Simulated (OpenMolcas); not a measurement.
# Ti²⁺ among point charges: CASSCF and CASPT2 levels and susceptibility

Aim: the splitting of the states of Ti²⁺ in the field of 2 point charges, its lowest levels with spin-orbit coupling and its magnetic susceptibility.

The numbers are computed with OpenMolcas 26.06 (state-averaged CASSCF and CASPT2, spin-orbit coupling by RASSI with atomic mean-field integrals), except any that are marked as measured or tabulated.

## (1) The atom as given

* Species: Ti²⁺ (titanium, Z = 22, 20 electrons)
* Basis: ANO-RCC-VDZP [5s4p2d1f], 34 functions
* Scalar Hamiltonian: DKH2, point nucleus
* Inactive shells: 1s 2s 2p 3s 3p
* Active space: 2 electrons in 5 orbitals (3d)
* Some configurations of this space: 3d²
* Orbitals: optimised for each spin and parity, averaged over all roots

Outer shells as boxes (Hund's rule):

3d2
```
3d [↑ ][↑ ][  ][  ][  ]
```

The ion sits among 2 point charges of -1 e arranged as a linear pair (D∞h), 1.85 Å from the ion.

The work runs as a chain of OpenMolcas steps in one folder; each step below is one input file. Labels, J, g values, rates, χT and fits are worked out afterwards by a script from the matrices that RASSI stores. The input lists half of the charges; inversion (Group=XYZ) makes the rest.

## (2) GATEWAY and SEWARD: basis and integrals

Input file a.inp:

```
&GATEWAY
Coord
1

Ti 0.0 0.0 0.0
Basis=ANO-RCC-VDZP
Group=XYZ
NoMove
AngMom=0.0 0.0 0.0
AMFI
XField
1 Angstrom 0
0.000000 0.000000 1.850000 -1.000000
&SEWARD
```

What it wrote:

```text
Basis set label: TI.ANO-RCC...5S4P2D1F.

      Electronic valence basis set:
      ------------------
      Associated Effective Charge  22.000000 au
      Associated Actual Charge     22.000000 au
      Nuclear Model: Point charge

      Shell  nPrim  nBasis  Cartesian Spherical Contaminant
         s      21       5        X
         p      15       4        X
         d      10       2                 X
         f       6       1                 X
                  Relativistic Douglas-Kroll-Hess integrals:
                    - DKH order of Hamiltonian: 2
                    - DKH order of Properties : 0
                  Atomic mean-field integrals
```

## (3) CASSCF: triplets of even parity, 10 roots

Input file a.inp:

```
&RASSCF
FileOrb=start.orb
Symmetry=1
Spin=3
nActEl=2 0 0
Inactive=3 6
Ras2=5 0
CIRoot=10 10 1
SDav=10
CIMx=300
Iter=120 100
PrWF=0.3
OrbListing=Nothing
MaxOrb=0
>>> COPY $Project.JobIph JOB001
```

start.orb holds the contracted functions of the basis, ordered by shell, or the orbitals of the step before.

What it wrote (excerpt; [...] marks lines left out):

```text
[...]
      Number of active orbitals                  5
[...]
      Spin quantum number                      1.0
[...]
      Active orbitals                            5   0
[...]
      Number of CSFs                            10
      Number of root(s) required                10
[...]
      Convergence after 12 iterations
[...]
      Natural orbitals and occupation numbers for root  1
      sym 1:   0.813732   0.186268  -0.000000   0.186268   0.813732
      Natural orbitals and occupation numbers for root  2
      sym 1:   0.500000   0.500000  -0.000000   0.500000   0.500000
      Natural orbitals and occupation numbers for root  3
      sym 1:   0.500000   0.500000   0.000000   0.500000   0.500000
::    RASSCF root number  1 Total energy:   -853.22919487
::    RASSCF root number  2 Total energy:   -853.22820764
::    RASSCF root number  3 Total energy:   -853.22820764
[...]
::    RASSCF root number  7 Total energy:   -853.21559247
::    RASSCF root number  8 Total energy:   -853.16859958
::    RASSCF root number  9 Total energy:   -853.14094763
::    RASSCF root number 10 Total energy:   -853.14094763
```

## (4) Reference wave functions, singlets of even parity, 15 roots

Input file a.inp:

```
&RASSCF
FileOrb=start.orb
Symmetry=1
Spin=1
nActEl=2 0 0
Inactive=3 6
Ras2=5 0
CIRoot=15 15 1
SDav=15
CIMx=300
Iter=120 100
PrWF=0.3
OrbListing=Nothing
MaxOrb=0
>>> COPY $Project.JobIph JOB002
```

What it wrote (excerpt; [...] marks lines left out):

```text
[...]
      Number of active orbitals                  5
[...]
      Spin quantum number                      0.0
[...]
      Active orbitals                            5   0
[...]
      Number of CSFs                            15
      Number of root(s) required                15
[...]
      Convergence after 10 iterations
[...]
      Natural orbitals and occupation numbers for root  1
      sym 1:   0.105742   0.804584   0.179347   0.105742   0.804584
      Natural orbitals and occupation numbers for root  2
      sym 1:  -0.000000   1.000000  -0.000000  -0.000000   1.000000
      Natural orbitals and occupation numbers for root  3
      sym 1:   0.000000   1.000000  -0.000000   0.000000   1.000000
::    RASSCF root number  1 Total energy:   -853.19534079
::    RASSCF root number  2 Total energy:   -853.19056876
::    RASSCF root number  3 Total energy:   -853.19056876
[...]
::    RASSCF root number 12 Total energy:   -853.11796044
::    RASSCF root number 13 Total energy:   -853.11796044
::    RASSCF root number 14 Total energy:   -853.10907969
::    RASSCF root number 15 Total energy:   -853.02914037
```

## (5) RASSI: spin-orbit coupling between the states

Input file a.inp:

```
&RASSI
NrOfJobIphs=2 10 15
1 2 3 4 5 6 7 8 9 10
1 2 3 4 5 6 7 8 9 10 11 12 13 14 15
IphNames
JOB001
JOB002
EJob
SpinOrbit
DIPRint=1.0
SOCoupling=1000.0
Subsets=2
Property=9
'ANGMOM' 1 'ANGMOM' 2 'ANGMOM' 3 'MLTPL  1' 1 'MLTPL  1' 2 'MLTPL  1' 3
'AMFI' 1 'AMFI' 2 'AMFI' 3
SOProperty=3
'ANGMOM' 1 'ANGMOM' 2 'ANGMOM' 3
```

What it wrote (excerpt; [...] marks lines left out):

```text
SPIN-FREE ENERGIES:
  (Shifted by EMIN (a.u.) =       -853.2291948695)
 SF State       Relative EMIN(au)   Rel lowest level(eV)    D:o, cm**(-1)      L_eff
     1             0.0000000000        0.0000000000              0.0000         2.4
     2             0.0009872318        0.0268639462            216.6723         2.9
     3             0.0009872318        0.0268639462            216.6723         2.9
     4             0.0134882198        0.3670331582           2960.3221         2.8
     5             0.0134882198        0.3670331582           2960.3221         2.8
     6             0.0136024037        0.3701402606           2985.3825         2.7
     7             0.0136024037        0.3701402606           2985.3825         2.7
    11             0.0338540763        0.9212163466           7430.1109         2.0
    12             0.0386261139        1.0510701041           8477.4521         4.0
    13             0.0386261139        1.0510701041           8477.4521         4.0
[...]
Eigenvalues of complex Hamiltonian:
   -----------------------------------
  (Shifted by EMIN (a.u.) =       -853.2291948695)
 SO State       Relative EMIN(au)   Rel lowest level(eV)    D:o, cm**(-1)     J-value
     1            -0.0000761105        0.0000000000              0.0000         2.6
     2            -0.0000240996        0.0014152879             11.4151         2.5
     3            -0.0000240996        0.0014152879             11.4151         2.5
     4             0.0001302528        0.0056154321             45.2915         1.4
     5             0.0001302528        0.0056154321             45.2915         1.4
     6             0.0009710590        0.0284949328            229.8271         1.6
     7             0.0009710590        0.0284949328            229.8271         1.6
     8             0.0018143308        0.0514415279            414.9039         1.4
     9             0.0018143308        0.0514415279            414.9039         1.4
    10             0.0126055386        0.3450852514           2783.3003         1.9
    11             0.0126055386        0.3450852514           2783.3003         1.9
[...]
```

Time for these steps: 10 s (1 thread, shared host).

States without spin-orbit coupling:

```
 state  degeneracy  E (cm-1)  free-ion L (%)
3Sigma           1         0          F (67)
  3Phi           2       217         F (100)
3Delta           2      2960         F (100)
   3Pi           2      2985          F (92)
1Sigma           1      7430          D (89)
1Gamma           2      8477         G (100)
   1Pi           2     11058          D (95)
3Sigma           1     13299          P (67)
1Delta           2     15605          D (83)
  1Phi           2     16701         G (100)
   3Pi           2     19368          P (92)
1Delta           2     23011          G (83)
   1Pi           2     24413          G (95)
1Sigma           1     26362          G (94)
1Sigma           1     43907          S (95)
```

With spin-orbit coupling:

```tsv
E (cm-1)	Degeneracy	2S+1	g
0.0	1	3	
11.4	2	3	0.00 0.00 4.00
45.3	2	3	0.00 0.00 2.00
229.8	2	3	0.00 0.00 6.00
414.9	2	3	0.00 0.00 10.00
2783	2	3	0.00 0.00 0.49
2889	2	3	0.00 0.00 4.70
2945	1	3	
2953	1	3	
3076	2	3	0.00 0.00 1.51
3099	2	3	0.00 0.00 8.00
3149	2	3	0.00 0.00 5.31
7454	1	1	
8496	2	1	0.00 0.00 8.00
11071	2	1	0.00 0.00 2.01
13315	1	3	
13323	2	3	0.00 0.00 4.00
15618	2	1	0.00 0.00 4.00
16718	2	1	0.00 0.00 6.00
19321	1	3	
19322	1	3	
19386	2	3	0.00 0.00 2.00
19451	2	3	0.00 0.00 6.00
23030	2	1	0.00 0.00 4.00
```

Principal g values are given for doublets only; a zero marks a field direction without first-order Zeeman splitting.

Powder χT (cm³ K/mol): 0.21 at 2 K, 0.49 at 5 K, 0.74 at 10 K, 0.83 at 20 K, 0.80 at 50 K, 0.82 at 100 K, 0.90 at 150 K, 0.99 at 200 K, 1.08 at 250 K, 1.16 at 300 K.

## (6) CASPT2: IPEA 0.25, imaginary shift 0.1 (closed shells correlated: 3s 3p)

Input file a.inp:

```
>>> COPY JOB001 $Project.JobIph
&CASPT2
Multistate=10 1 2 3 4 5 6 7 8 9 10
NoMult
Frozen=2 3
IPEA=0.25
Imaginary=0.1
MaxIter=60
WThr=0.0 0.3 0.05
PrWF=0.5
NoMix
>>> COPY JOB002 $Project.JobIph
&CASPT2
Multistate=15 1 2 3 4 5 6 7 8 9 10 11 12 13 14 15
NoMult
Frozen=2 3
IPEA=0.25
Imaginary=0.1
MaxIter=60
WThr=0.0 0.3 0.05
PrWF=0.5
NoMix
```

What it wrote:

```text
Orbital specifications:
      -----------------------

      Symmetry species                           1   2
                                                ag  au
      Frozen orbitals                            2   3
      Inactive orbitals                          1   3
      Active orbitals                            5   0
      Secondary orbitals                         7  13
      Deleted orbitals                           0   0
      Number of basis functions                 15  19
Type of calculation                        SS-CASPT2
      Fock operator                              state-specific
      IPEA shift                                 0.25
      Real shift                                 0.00
      Imaginary shift                            0.10
      The input orbitals will be transformed to quasi-canonical
Reference energy:        -853.2291948695
      E2 (Non-variational):      -0.2364260728
      Shift correction:          -0.0001269808
      E2 (Variational):          -0.2365530537
      Total energy:            -853.4657479231
      Residual norm:              0.0000000649
      Reference weight:           0.95275
      Contributions to the CASPT2 correlation energy
      Active & Virtual Only:         -0.0077051481
      One Inactive Excited:          -0.0762058479
      Two Inactive Excited:          -0.1525150768
Reference energy:        -853.2282076377
      E2 (Non-variational):      -0.2335441233
      Shift correction:          -0.0001287248
      E2 (Variational):          -0.2336728481
      Total energy:            -853.4618804858
      Residual norm:              0.0000001230
      Reference weight:           0.95298
      Contributions to the CASPT2 correlation energy
      Active & Virtual Only:         -0.0058032888
      One Inactive Excited:          -0.0770346282
      Two Inactive Excited:          -0.1507062063
::    CASPT2 Root  1     Total energy:   -853.46574792
::    CASPT2 Root  2     Total energy:   -853.46188049
::    CASPT2 Root  3     Total energy:   -853.46188047
::    CASPT2 Root  4     Total energy:   -853.45181027
::    CASPT2 Root  5     Total energy:   -853.45181035
::    CASPT2 Root  6     Total energy:   -853.45229192
::    CASPT2 Root  7     Total energy:   -853.45229192
::    CASPT2 Root  8     Total energy:   -853.40684604
::    CASPT2 Root  9     Total energy:   -853.38622808
::    CASPT2 Root 10     Total energy:   -853.38622810
Orbital specifications:
      -----------------------

      Symmetry species                           1   2
                                                ag  au
      Frozen orbitals                            2   3
      Inactive orbitals                          1   3
      Active orbitals                            5   0
      Secondary orbitals                         7  13
      Deleted orbitals                           0   0
      Number of basis functions                 15  19
Type of calculation                        SS-CASPT2
      Fock operator                              state-specific
      IPEA shift                                 0.25
      Real shift                                 0.00
      Imaginary shift                            0.10
      The input orbitals will be transformed to quasi-canonical
Reference energy:        -853.1953407932
      E2 (Non-variational):      -0.2451288528
      Shift correction:          -0.0003465602
      E2 (Variational):          -0.2454754130
      Total energy:            -853.4408162062
      Residual norm:              0.0000002824
      Reference weight:           0.94378
      Contributions to the CASPT2 correlation energy
      Active & Virtual Only:         -0.0132700098
      One Inactive Excited:          -0.0734590516
      Two Inactive Excited:          -0.1583997914
Reference energy:        -853.1905687556
      E2 (Non-variational):      -0.2395044559
      Shift correction:          -0.0001264019
      E2 (Variational):          -0.2396308578
      Total energy:            -853.4301996134
      Residual norm:              0.0000004580
      Reference weight:           0.95199
      Contributions to the CASPT2 correlation energy
      Active & Virtual Only:         -0.0084196163
      One Inactive Excited:          -0.0802441719
      Two Inactive Excited:          -0.1508406677
::    CASPT2 Root  1     Total energy:   -853.44081621
::    CASPT2 Root  2     Total energy:   -853.43019961
::    CASPT2 Root  3     Total energy:   -853.43020000
::    CASPT2 Root  4     Total energy:   -853.42298274
::    CASPT2 Root  5     Total energy:   -853.42298274
::    CASPT2 Root  6     Total energy:   -853.41146642
::    CASPT2 Root  7     Total energy:   -853.41146680
::    CASPT2 Root  8     Total energy:   -853.39622892
::    CASPT2 Root  9     Total energy:   -853.39622804
::    CASPT2 Root 10     Total energy:   -853.36438126
::    CASPT2 Root 11     Total energy:   -853.36438078
::    CASPT2 Root 12     Total energy:   -853.36418517
::    CASPT2 Root 13     Total energy:   -853.36418515
::    CASPT2 Root 14     Total energy:   -853.36434817
::    CASPT2 Root 15     Total energy:   -853.32165205
```

This run took 1.9 s in all on 1 thread, shared host.

SS-CASPT2: lowest energy less the reference's lowest, -0.2366 hartree; reference weights 0.842 to 0.953, a spread that points to intruder states, a small active space or orbitals unfit for some roots.

States without spin-orbit coupling:

| state | degeneracy | E (cm-1) | free-ion L (%) |
| --- | --- | --- | --- |
| 3Sigma | 1 | 0 | F (67) |
| 3Phi | 2 | 849 | F (100) |
| 3Pi | 2 | 2953 | F (92) |
| 3Delta | 2 | 3059 | F (100) |
| 1Sigma | 1 | 5472 | D (89) |
| 1Gamma | 2 | 7802 | G (100) |
| 1Pi | 2 | 9386 | D (95) |
| 1Delta | 2 | 11913 | D (83) |
| 3Sigma | 1 | 12927 | P (67) |
| 1Phi | 2 | 15258 | G (100) |
| 3Pi | 2 | 17453 | P (92) |
| 1Delta | 2 | 22247 | G (83) |
| 1Sigma | 1 | 22255 | G (94) |
| 1Pi | 2 | 22290 | G (95) |
| 1Sigma | 1 | 31625 | S (95) |

With spin-orbit coupling:

| E (cm-1) | Degeneracy | 2S+1 | g |
| --- | --- | --- | --- |
| 0 | 1 | 3 |  |
| 14 | 2 | 3 | 0.00 0.00 4.00 |
| 680 | 2 | 3 | 0.00 0.00 2.00 |
| 860 | 2 | 3 | 0.00 0.00 6.00 |
| 1050 | 2 | 3 | 0.00 0.00 10.00 |
| 2840 | 2 | 3 | 0.00 0.00 0.94 |
| 2920 | 1 | 3 |  |
| 2920 | 1 | 3 |  |
| 2930 | 2 | 3 | 0.00 0.00 5.21 |
| 3090 | 2 | 3 | 0.00 0.00 1.06 |
| 3180 | 2 | 3 | 0.00 0.00 4.79 |
| 3200 | 2 | 3 | 0.00 0.00 8.00 |
| 5500 | 1 | 1 |  |
| 7820 | 2 | 1 | 0.00 0.00 8.00 |
| 9410 | 2 | 1 | 0.00 0.00 2.00 |
| 11930 | 2 | 1 | 0.00 0.00 4.00 |
| 12940 | 1 | 3 |  |
| 12950 | 2 | 3 | 0.00 0.00 4.00 |
| 15280 | 2 | 1 | 0.00 0.00 6.00 |
| 17410 | 1 | 3 |  |
| 17410 | 1 | 3 |  |
| 17470 | 2 | 3 | 0.00 0.00 2.00 |
| 17540 | 2 | 3 | 0.00 0.00 6.00 |
| 22270 | 2 | 1 | 0.00 0.00 4.00 |

Powder χT (cm³ K/mol): 0.17 at 2 K, 0.42 at 5 K, 0.69 at 10 K, 0.83 at 20 K, 0.90 at 50 K, 0.93 at 100 K, 0.96 at 150 K, 0.98 at 200 K, 1.01 at 250 K, 1.04 at 300 K.

## (7) The methods side by side

A. CASSCF
B. SS-CASPT2, IPEA 0.25, imaginary shift 0.1 (closed shells correlated: 3s 3p)

| method | ground state | first state of that spin (cm-1) | first gap with spin-orbit (cm-1) | χT at 300 K |
| --- | --- | --- | --- | --- |
| A | 3Sigma | 3Phi 216.7 | 11.4 | 1.16 |
| B | 3Sigma | 3Phi 848.8 | 13.7 | 1.04 |

## (8) Summary of results

| quantity | value |
| --- | --- |
| method | SS-CASPT2, IPEA 0.25, imaginary shift 0.1 (closed shells correlated: 3s 3p) |
| spin-free ground state | 3Sigma, 1-fold in its orbital part |
| first state of the same spin within the active space | 3Phi at 849 cm⁻¹ |
| lowest level | 1-fold |
| next level | 13.7 cm⁻¹ |
| χT at 300 K | 1.04 cm³ K/mol |
| effective moment at 300 K | 2.89 μB |

Cost by method:

| method | time of its own steps | time with the reference |
| --- | --- | --- |
| A. CASSCF | 10 s | 10 s |
| B. SS-CASPT2, IPEA 0.25, imaginary shift 0.1, +3s 3p | 1.9 s | 12 s |

Times are of one thread on a shared host.

The spin-free ground state (3Sigma) comes to 67 % from free-ion F terms and keeps the highest spin of the shell. χT at 300 K is 1.04, against 1.00 cm³ K/mol for the spin alone; near agreement at one temperature doesn't show that the orbital moment is quenched. Reference weights range from 0.84 to 0.95, which points to intruder states or a small active space for some roots. The field of point charges can differ much from that of real complexes. Point charges carry no covalency, so the field is a model and not that of real ligands.
